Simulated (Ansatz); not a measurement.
# C3H5B: up Jacob's ladder to CCSD(T)

Aim: compute C3H5B with functionals from several rungs and with coupled cluster, and see how far each lands from CCSD(T) at the basis-set limit for the atomisation energy.

The runs use Ansatz 0.2.0, Gaussian basis; functionals in def2-TZVPP, the program's frozen cores in correlated methods.

Levels to be run: LDA (SPW92), PBE-D4, revPBE-D4, BLYP-D4, r2SCAN-D4, B97M-V, PBE0-D4, B3LYP-D4, r2SCANh-D4, r2SCAN0-D4, HSE06-D4, BHLYP-D4, CAM-B3LYP-D4, LC-ωPBE, ωB97X-V, ωB97M-V, B2PLYP, PBE-QIDH; CCSD(T)/def2-SVP; CCSD(T)/def2-TZVPP; MP2/def2-QZVPP; extrapolation to the limit; RPA on PBE.

### 1 The relaxed structure

The geometry comes from an earlier relaxation with PBE0-D4 in a triple-zeta def2 set; it is a stationary point, not always the lowest conformer.

SMILES `CB1C=C1`, 9 atoms, charge 0, spin multiplicity 1.

Atoms are counted from 1 here; the program's logs count them from 0.

Bond lengths: C1–B2 1.551 Å, C1–H5 1.096 Å, C1–H6 1.092 Å, C1–H7 1.092 Å, B2–C3 1.473 Å, B2–C4 1.474 Å, C3–C4 1.346 Å, C3–H8 1.082 Å, C4–H9 1.082 Å. Angles: B2–C1–H5 108.5°, B2–C1–H6 112.6°, B2–C1–H7 112.8°, H5–C1–H6 106.7°, H5–C1–H7 106.9°, H6–C1–H7 109.0°, C1–B2–C3 152.9°, C1–B2–C4 152.7°, C3–B2–C4 54.3°, B2–C3–C4 62.8°, B2–C3–H8 159.1°, C4–C3–H8 138.1°, B2–C4–C3 62.8°, B2–C4–H9 159.1°, C3–C4–H9 138.1°.

### 2 LDA

This LDA is Slater exchange with PW92 correlation.

in.yaml

```yaml
crystal:
  periodic: [false, false, false]
  atoms:
    - {symbol: C, position_ang: [0.385914, 1.191634, -0.773533]}
    - {symbol: B, position_ang: [0.006984, -0.062633, 0.056909]}
    - {symbol: C, position_ang: [0.180215, -1.468050, 0.463893]}
    - {symbol: C, position_ang: [-0.841485, -0.789427, 1.017701]}
    - {symbol: H, position_ang: [-0.183578, 1.173975, -1.709848]}
    - {symbol: H, position_ang: [0.127472, 2.123856, -0.266936]}
    - {symbol: H, position_ang: [1.442851, 1.216126, -1.045989]}
    - {symbol: H, position_ang: [0.607392, -2.461377, 0.511940]}
    - {symbol: H, position_ang: [-1.637264, -0.970403, 1.728662]}
basis:
  gaussian: {orbitals: def2-TZVPP}
hamiltonian: {xc: lda}
output: {orbitals: {seedname: orbitals}}
```

Launch:

```console
ansatz run in.yaml --threads 2 --pin off --events-out ev --progress --plain --max-ram 4352MiB
```

Further steps of the session: PBE-D4 (GGA); revPBE-D4 (GGA); BLYP-D4 (GGA); r2SCAN-D4 (meta-GGA); B97M-V (meta-GGA); PBE0-D4 (hybrid); B3LYP-D4 (hybrid); r2SCANh-D4 (hybrid); r2SCAN0-D4 (hybrid); HSE06-D4 (hybrid); BHLYP-D4 (hybrid); CAM-B3LYP-D4 (range-separated); LC-ωPBE (range-separated); ωB97X-V (range-separated); ωB97M-V (range-separated); B2PLYP (double hybrid); PBE-QIDH (double hybrid); CCSD(T) in def2-SVP; CCSD(T) in def2-TZVPP; MP2 in def2-QZVPP; RPA on PBE orbitals.

Before running them: what should the planned runs give, taken together? Wanted: atomisation energy, CCSD(T)/CBS; farthest beyond LDA; mean size of error, GGA; mean size of error, meta-GGA; mean size of error, hybrid; mean size of error, range-separated; mean size of error, double hybrid; gap, smallest and largest; T1 diagnostic.

**Answer**, as computed:

```
                               quantity                                      value
        atomisation energy, CCSD(T)/CBS                              3757.7 kJ/mol
 functionals within 18.8 kJ/mol (0.5 %)                BLYP-D4, r2SCAN0-D4, B2PLYP
                    farthest beyond LDA                     PBE-D4 (+126.4 kJ/mol)
                mean size of error, GGA                                58.2 kJ/mol
           mean size of error, meta-GGA                                54.9 kJ/mol
             mean size of error, hybrid                                48.0 kJ/mol
    mean size of error, range-separated                                39.5 kJ/mol
      mean size of error, double hybrid                                19.7 kJ/mol
              gap, smallest and largest  4.87 eV (LDA (SPW92)), 12.65 eV (LC-ωPBE)
                          T1 diagnostic                                     0.0098
triples share of the correlation energy                                      4.4 %
```

**Reading.** The LDA atomisation energy is off by 547.4 kJ/mol (15 %): it overbinds. PBE-D4 misses by +126.4 kJ/mol. Double hybrids carry the basis error of their MP2 part in triple zeta, and no dispersion term here, so their miss is partly the set-up's. Taken by rung, double hybrid functionals do best (19.7 kJ/mol on average) and GGA ones worst beyond LDA (58.2 kJ/mol). The reference freezes the cores and leaves out relativity and excitations past (T), so misses under about 18.8 kJ/mol can't be ranked. Hartree-Fock recovers 77 % of the binding; the rest is correlation. CCSD(T) in def2-SVP is off by -125.0 kJ/mol, more than most functionals: a good method in a small basis is no reference. The gap grows from 4.9 to 12.6 eV across the functionals, mostly with the share of exact exchange.
